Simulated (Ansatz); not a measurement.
# NiMoIrPdW: equation of state with PBE

NiMoIrPdW:

```xyz
10
Lattice="2.7708 0.0000 0.0000 -1.3854 2.3996 0.0000 0.0000 0.0000 22.0196" Properties=species:S:1:pos:R:3 pbc="T T T"
Ni    0.0000    1.5998   18.7345
Ni    1.3854    0.7999    3.2851
Mo    1.3854    0.7999   16.7479
Mo    0.0000    1.5998    5.2717
Pd    0.0000    1.5998    1.1734
Pd    1.3854    0.7999   20.8462
Ir    0.0000    1.5998   14.4948
Ir    1.3854    0.7999    7.5248
W     0.0000    1.5998    9.7807
W     1.3854    0.7999   12.2389
```

The cell was built by a generator and needn't be a form met in nature.

- Program: Ansatz 0.2.0
- Task: equation of state
- Functional: PBE
- Potentials or basis: Ansatz PAW
- Cutoff: 420 eV
- Density cutoff: 1680 eV
- k mesh: 11 × 11 × 2
- Occupations: fermi-dirac, width 0.05 eV
- Spin: collinear spin, ferromagnetic start
- Starting moments: [1.0, 1.0, 1.0, 1.0, 0.0, 0.0, 0.6, 0.6, 0.0, 0.0] μB

* Equilibrium volume: 14.64 Å³/atom
* Bulk modulus at fixed shape and positions: 253 GPa
* Pressure derivative of the bulk modulus: 4.7

Energy against volume, from the lowest point:
```tsv
volume (Å³/atom)	energy (meV/atom)
13.762	46.84
14.055	20.03
14.348	4.83
14.641	0.00
14.934	4.43
15.227	17.12
15.519	37.20
```

All runs of the series together: 3.8 min on 8 threads of Arm Neoverse V1 (shared host).

Caveat: the cell was scaled at fixed shape and fractional positions, which overstates the stiffness of a crystal with free parameters, most of all of layers and chains. Spin-orbit coupling is left out, which matters for the levels of Ir, W.
